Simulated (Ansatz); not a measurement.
Born–Oppenheimer molecular dynamics of a periodic cell of 16 atoms, Si (start crystal Si, start structure diamond, volume 1.05 times the crystal's). It starts from a structure without forces on its atoms.

Computed with DFT LDA, scalar-relativistic, plane waves, PAW in Ansatz 0.2.0. Settings: cutoff 420 eV, k mesh 2x2x2, fermi-dirac smearing 0.36 eV, no spin polarisation.

| Quantity | Value |
| --- | --- |
| ensemble | NVT, Langevin thermostat |
| time step | 1.5 fs |
| steps asked | 70 |
| set temperature | 4200 K |
| friction | 0.005 /fs |
| seed | 625232 |

Frames 3 fs apart, positions in Å, forces in eV/Å.

Velocities at 60.0 fs (Å/ps):

```
Si 5.13 3.98 6.68
Si -10.35 4.93 4.36
Si 0.94 2.60 8.08
Si -9.10 -8.15 -3.26
Si -4.22 -8.81 4.25
Si 0.10 -4.63 7.25
Si 3.02 -2.71 -1.35
Si -4.08 12.99 13.46
Si 7.17 -3.31 -3.43
Si 12.37 -3.93 1.68
Si -7.62 9.20 9.63
Si -6.26 -0.97 7.38
Si 6.82 -2.03 5.02
Si 8.56 6.36 -7.49
Si 7.21 -1.77 4.04
Si 4.71 2.20 5.00
```

```xyz
16
Lattice="0.0000 5.5190 5.5190 5.5190 0.0000 5.5190 5.5190 5.5190 0.0000" Properties=species:S:1:pos:R:3:forces:R:3 time_fs=60.0 energy_less_start_eV=5.595 T=1398
Si 0.387 0.276 -0.183 -1.28 -0.81 0.56
Si 1.084 1.535 1.652 2.48 -1.14 -1.97
Si 2.289 3.166 0.232 0.06 -2.14 -0.04
Si 3.799 4.482 1.198 3.21 -0.98 -0.92
Si 3.108 -0.340 2.645 -3.13 1.89 1.51
Si 4.306 1.256 3.896 -1.08 -0.14 1.39
Si 5.651 2.570 2.721 -0.07 1.33 -1.35
Si 6.649 4.176 4.061 1.02 0.38 -0.81
Si 0.000 2.414 3.289 -0.95 1.63 1.49
Si 1.561 4.121 4.182 0.52 -0.10 -0.14
Si 2.924 5.784 2.655 -0.93 -0.60 2.58
Si 3.904 6.632 4.590 -1.91 2.79 -0.95
Si 3.050 2.735 5.547 0.70 0.41 -0.54
Si 4.676 4.074 7.201 0.25 -2.36 -1.19
Si 5.445 5.510 5.573 2.53 -0.70 1.07
Si 7.121 6.913 6.790 -1.43 0.55 -0.67
16
Lattice="0.0000 5.5190 5.5190 5.5190 0.0000 5.5190 5.5190 5.5190 0.0000" Properties=species:S:1:pos:R:3:forces:R:3 time_fs=63.0 energy_less_start_eV=5.718 T=1420
Si 0.400 0.288 -0.162 -1.13 -1.09 0.33
Si 1.056 1.549 1.666 2.84 -1.39 -2.52
Si 2.287 3.167 0.255 -0.37 -2.42 -0.36
Si 3.777 4.454 1.189 3.25 -0.07 0.01
Si 3.094 -0.362 2.663 -2.66 1.77 1.40
Si 4.310 1.243 3.922 -0.98 -0.07 1.10
Si 5.654 2.567 2.715 -0.20 1.52 -0.90
Si 6.641 4.219 4.103 1.16 -0.34 -1.40
Si 0.018 2.406 3.281 -1.41 1.94 2.23
Si 1.601 4.106 4.191 0.24 0.11 -0.07
Si 2.901 5.812 2.687 -0.40 -1.35 1.97
Si 3.884 6.626 4.611 -1.43 2.66 -0.68
Si 3.071 2.730 5.563 0.77 0.42 -0.55
Si 4.703 4.085 7.181 -0.17 -2.40 -0.68
Si 5.472 5.501 5.587 2.00 0.10 0.94
Si 7.133 6.924 6.805 -1.53 0.59 -0.84
16
Lattice="0.0000 5.5190 5.5190 5.5190 0.0000 5.5190 5.5190 5.5190 0.0000" Properties=species:S:1:pos:R:3:forces:R:3 time_fs=66.0 energy_less_start_eV=5.810 T=1534
Si 0.405 0.296 -0.140 -0.95 -1.39 0.14
Si 1.036 1.557 1.674 3.08 -1.58 -2.83
Si 2.279 3.166 0.280 -0.69 -2.62 -0.61
Si 3.766 4.426 1.181 3.33 0.65 0.73
Si 3.070 -0.382 2.690 -1.99 1.55 1.11
Si 4.317 1.223 3.954 -0.89 0.09 0.76
Si 5.658 2.566 2.704 -0.43 1.65 -0.43
Si 6.644 4.258 4.144 1.32 -1.01 -2.01
Si 0.029 2.406 3.275 -1.72 2.16 2.82
Si 1.639 4.087 4.201 -0.03 0.33 -0.03
Si 2.882 5.828 2.725 -0.14 -1.89 1.31
Si 3.861 6.627 4.626 -0.81 2.44 -0.26
Si 3.089 2.727 5.577 0.90 0.44 -0.56
Si 4.738 4.085 7.163 -0.80 -2.28 -0.12
Si 5.507 5.492 5.602 1.32 1.01 0.86
Si 7.146 6.947 6.821 -1.49 0.44 -0.88
16
Lattice="0.0000 5.5190 5.5190 5.5190 0.0000 5.5190 5.5190 5.5190 0.0000" Properties=species:S:1:pos:R:3:forces:R:3 time_fs=69.0 energy_less_start_eV=5.829 T=1659
Si 0.401 0.300 -0.111 -0.80 -1.70 -0.08
Si 1.031 1.566 1.669 3.04 -1.55 -2.59
Si 2.266 3.164 0.304 -0.90 -2.75 -0.81
Si 3.759 4.405 1.169 3.44 1.19 1.25
Si 3.040 -0.406 2.728 -1.33 1.44 0.80
Si 4.319 1.206 3.992 -0.80 0.27 0.38
Si 5.662 2.570 2.691 -0.71 1.67 0.00
Si 6.660 4.295 4.177 1.42 -1.61 -2.56
Si 0.029 2.416 3.269 -1.72 2.11 2.96
Si 1.671 4.063 4.212 -0.31 0.57 -0.02
Si 2.862 5.835 2.763 -0.04 -2.20 0.75
Si 3.831 6.639 4.644 -0.18 2.18 0.12
Si 3.103 2.728 5.595 1.07 0.44 -0.57
Si 4.769 4.076 7.149 -1.32 -2.05 0.23
Si 5.552 5.490 5.617 0.51 1.78 0.92
Si 7.157 6.972 6.832 -1.39 0.22 -0.80
16
Lattice="0.0000 5.5190 5.5190 5.5190 0.0000 5.5190 5.5190 5.5190 0.0000" Properties=species:S:1:pos:R:3:forces:R:3 time_fs=72.0 energy_less_start_eV=5.751 T=1588
Si 0.391 0.295 -0.087 -0.65 -1.96 -0.16
Si 1.036 1.577 1.652 2.70 -1.38 -1.89
Si 2.256 3.151 0.324 -0.87 -2.71 -0.93
Si 3.758 4.391 1.157 3.45 1.51 1.57
Si 3.014 -0.428 2.764 -0.78 1.41 0.50
Si 4.320 1.186 4.031 -0.74 0.47 -0.02
Si 5.667 2.578 2.680 -1.00 1.67 0.38
Si 6.684 4.322 4.209 1.47 -2.10 -3.02
Si 0.015 2.435 3.269 -1.40 1.82 2.72
Si 1.698 4.045 4.231 -0.56 0.71 -0.08
Si 2.836 5.834 2.796 0.03 -2.26 0.41
Si 3.803 6.664 4.670 0.24 1.88 0.24
Si 3.119 2.727 5.608 1.21 0.44 -0.56
Si 4.797 4.061 7.140 -1.67 -1.75 0.34
Si 5.600 5.494 5.629 -0.26 2.33 1.17
Si 7.160 7.004 6.838 -1.18 -0.08 -0.66
16
Lattice="0.0000 5.5190 5.5190 5.5190 0.0000 5.5190 5.5190 5.5190 0.0000" Properties=species:S:1:pos:R:3:forces:R:3 time_fs=75.0 energy_less_start_eV=5.532 T=1686
Si 0.379 0.287 -0.077 -0.44 -2.14 -0.06
Si 1.054 1.590 1.625 2.06 -1.27 -0.85
Si 2.243 3.130 0.344 -0.52 -2.32 -1.07
Si 3.767 4.382 1.148 3.27 1.56 1.68
Si 2.983 -0.444 2.800 -0.28 1.43 0.20
Si 4.319 1.165 4.074 -0.79 0.70 -0.49
Si 5.668 2.591 2.666 -1.29 1.62 0.71
Si 6.708 4.338 4.233 1.39 -2.43 -3.21
Si -0.001 2.460 3.276 -0.87 1.39 2.20
Si 1.722 4.045 4.251 -0.75 0.69 -0.14
Si 2.812 5.824 2.831 0.02 -2.07 0.07
Si 3.782 6.700 4.696 0.54 1.58 0.23
Si 3.141 2.728 5.622 1.25 0.46 -0.55
Si 4.814 4.042 7.139 -1.87 -1.41 0.31
Si 5.640 5.498 5.643 -0.85 2.64 1.41
Si 7.156 7.037 6.838 -0.87 -0.44 -0.43
16
Lattice="0.0000 5.5190 5.5190 5.5190 0.0000 5.5190 5.5190 5.5190 0.0000" Properties=species:S:1:pos:R:3:forces:R:3 time_fs=78.0 energy_less_start_eV=5.278 T=1697
Si 0.367 0.270 -0.075 -0.20 -2.20 0.21
Si 1.080 1.599 1.597 1.25 -1.37 0.24
Si 2.231 3.102 0.364 0.02 -1.66 -1.30
Si 3.780 4.378 1.144 2.98 1.43 1.66
Si 2.946 -0.456 2.836 0.25 1.53 -0.14
Si 4.316 1.147 4.116 -0.91 0.85 -0.94
Si 5.658 2.608 2.655 -1.41 1.56 0.88
Si 6.732 4.347 4.249 1.11 -2.63 -3.07
Si -0.024 2.494 3.286 -0.31 0.92 1.66
Si 1.741 4.050 4.270 -0.89 0.58 -0.16
Si 2.790 5.804 2.863 0.01 -1.72 -0.20
Si 3.762 6.740 4.721 0.75 1.28 0.11
Si 3.167 2.728 5.631 1.16 0.47 -0.50
Si 4.821 4.025 7.137 -1.98 -1.05 0.18
Si 5.675 5.508 5.659 -1.26 2.69 1.49
Si 7.147 7.064 6.831 -0.55 -0.68 -0.12
16
Lattice="0.0000 5.5190 5.5190 5.5190 0.0000 5.5190 5.5190 5.5190 0.0000" Properties=species:S:1:pos:R:3:forces:R:3 time_fs=81.0 energy_less_start_eV=5.020 T=1793
Si 0.355 0.248 -0.075 0.04 -2.19 0.50
Si 1.112 1.602 1.572 0.30 -1.76 1.38
Si 2.219 3.062 0.386 0.81 -0.68 -1.66
Si 3.792 4.379 1.149 2.60 1.16 1.55
Si 2.913 -0.456 2.870 0.75 1.64 -0.53
Si 4.313 1.137 4.153 -1.01 0.93 -1.32
Si 5.643 2.630 2.655 -1.40 1.50 0.93
Si 6.766 4.349 4.264 0.51 -2.58 -2.50
Si -0.055 2.534 3.299 0.24 0.43 1.20
Si 1.752 4.050 4.290 -0.97 0.43 -0.15
Si 2.773 5.775 2.893 -0.02 -1.31 -0.42
Si 3.744 6.777 4.740 0.91 1.02 0.00
Si 3.203 2.719 5.635 0.86 0.49 -0.37
Si 4.815 4.004 7.137 -1.98 -0.62 -0.03
Si 5.703 5.531 5.686 -1.42 2.33 1.26
Si 7.134 7.091 6.831 -0.20 -0.79 0.15
16
Lattice="0.0000 5.5190 5.5190 5.5190 0.0000 5.5190 5.5190 5.5190 0.0000" Properties=species:S:1:pos:R:3:forces:R:3 time_fs=84.0 energy_less_start_eV=4.801 T=2131
Si 0.338 0.217 -0.077 0.23 -2.08 0.82
Si 1.145 1.599 1.549 -0.63 -2.37 2.35
Si 2.207 3.026 0.403 1.71 0.41 -2.05
Si 3.808 4.384 1.163 2.20 0.80 1.41
Si 2.890 -0.446 2.898 1.16 1.76 -0.88
Si 4.305 1.133 4.187 -1.00 0.95 -1.66
Si 5.625 2.661 2.660 -1.33 1.39 0.92
Si 6.803 4.339 4.274 -0.30 -2.26 -1.73
Si -0.084 2.578 3.313 0.67 -0.04 0.98
Si 1.758 4.046 4.314 -1.04 0.31 -0.16
Si 2.763 5.742 2.926 -0.05 -0.86 -0.62
Si 3.728 6.818 4.753 1.08 0.74 -0.10
Si 3.240 2.716 5.636 0.44 0.44 -0.16
Si 4.790 3.977 7.143 -1.83 -0.04 -0.36
Si 5.730 5.562 5.723 -1.50 1.61 0.79
Si 7.118 7.116 6.833 0.20 -0.75 0.45
16
Lattice="0.0000 5.5190 5.5190 5.5190 0.0000 5.5190 5.5190 5.5190 0.0000" Properties=species:S:1:pos:R:3:forces:R:3 time_fs=87.0 energy_less_start_eV=4.674 T=2289
Si 0.318 0.179 -0.083 0.40 -1.88 1.18
Si 1.174 1.586 1.539 -1.34 -2.98 2.99
Si 2.196 2.995 0.412 2.46 1.34 -2.29
Si 3.825 4.397 1.183 1.83 0.43 1.25
Si 2.868 -0.429 2.919 1.52 1.91 -1.22
Si 4.293 1.141 4.225 -0.89 0.80 -2.07
Si 5.608 2.696 2.673 -1.19 1.25 0.84
Si 6.839 4.327 4.280 -1.13 -1.90 -0.94
Si -0.107 2.620 3.332 0.95 -0.44 0.88
Si 1.755 4.041 4.332 -1.03 0.17 -0.15
Si 2.752 5.708 2.951 0.03 -0.37 -0.60
Si 3.725 6.864 4.775 1.15 0.40 -0.34
Si 3.276 2.710 5.629 -0.10 0.50 0.12
Si 4.745 3.946 7.153 -1.55 0.62 -0.66
Si 5.755 5.603 5.767 -1.61 0.70 0.27
Si 7.109 7.139 6.839 0.51 -0.56 0.75
16
Lattice="0.0000 5.5190 5.5190 5.5190 0.0000 5.5190 5.5190 5.5190 0.0000" Properties=species:S:1:pos:R:3:forces:R:3 time_fs=90.0 energy_less_start_eV=4.585 T=2426
Si 0.297 0.129 -0.085 0.43 -1.54 1.48
Si 1.196 1.564 1.541 -1.72 -3.31 3.24
Si 2.195 2.974 0.422 2.86 1.92 -2.28
Si 3.853 4.416 1.209 1.49 0.05 1.11
Si 2.847 -0.402 2.930 1.81 2.06 -1.53
Si 4.285 1.154 4.260 -0.67 0.54 -2.44
Si 5.588 2.733 2.688 -1.04 1.12 0.75
Si 6.877 4.314 4.284 -1.82 -1.61 -0.26
Si -0.130 2.658 3.361 1.11 -0.68 0.72
Si 1.746 4.039 4.342 -0.96 -0.06 -0.09
Si 2.738 5.675 2.974 0.19 0.17 -0.56
Si 3.733 6.910 4.803 1.13 0.04 -0.62
Si 3.303 2.703 5.622 -0.68 0.63 0.37
Si 4.689 3.916 7.162 -1.17 1.20 -0.75
Si 5.776 5.649 5.801 -1.80 -0.20 -0.19
Si 7.094 7.163 6.846 0.84 -0.31 1.05
16
Lattice="0.0000 5.5190 5.5190 5.5190 0.0000 5.5190 5.5190 5.5190 0.0000" Properties=species:S:1:pos:R:3:forces:R:3 time_fs=93.0 energy_less_start_eV=4.488 T=2541
Si 0.275 0.072 -0.081 0.29 -1.08 1.61
Si 1.214 1.530 1.555 -1.73 -3.23 3.12
Si 2.201 2.957 0.429 2.89 2.05 -1.95
Si 3.887 4.434 1.237 1.18 -0.29 1.03
Si 2.829 -0.365 2.925 1.84 2.10 -1.63
Si 4.273 1.169 4.288 -0.26 0.14 -2.74
Si 5.562 2.772 2.705 -0.83 0.95 0.64
Si 6.913 4.295 4.287 -2.26 -1.26 0.15
Si -0.151 2.693 3.388 1.19 -0.85 0.58
Si 1.728 4.043 4.346 -0.81 -0.38 0.03
Si 2.729 5.647 2.997 0.35 0.64 -0.59
Si 3.747 6.956 4.836 1.11 -0.31 -0.88
Si 3.321 2.689 5.620 -1.28 0.85 0.55
Si 4.626 3.887 7.168 -0.79 1.69 -0.69
Si 5.790 5.694 5.831 -2.04 -1.09 -0.69
Si 7.075 7.181 6.848 1.15 0.06 1.43
```

Of the whole run (105 fs, mean temperature of the second half 1956 K): The mean temperature of the second half is 53 % below the set value. A run of 0.1 ps of so small a system gives no equilibrium averages. Limits of this set-up: coarse k mesh.

The run took 7 min on 1 thread of Intel(R) Xeon(R) Platinum 8259CL CPU @ 2.50GHz (Skylake/Cascade Lake), on a shared host, peak memory 0.67 GiB.
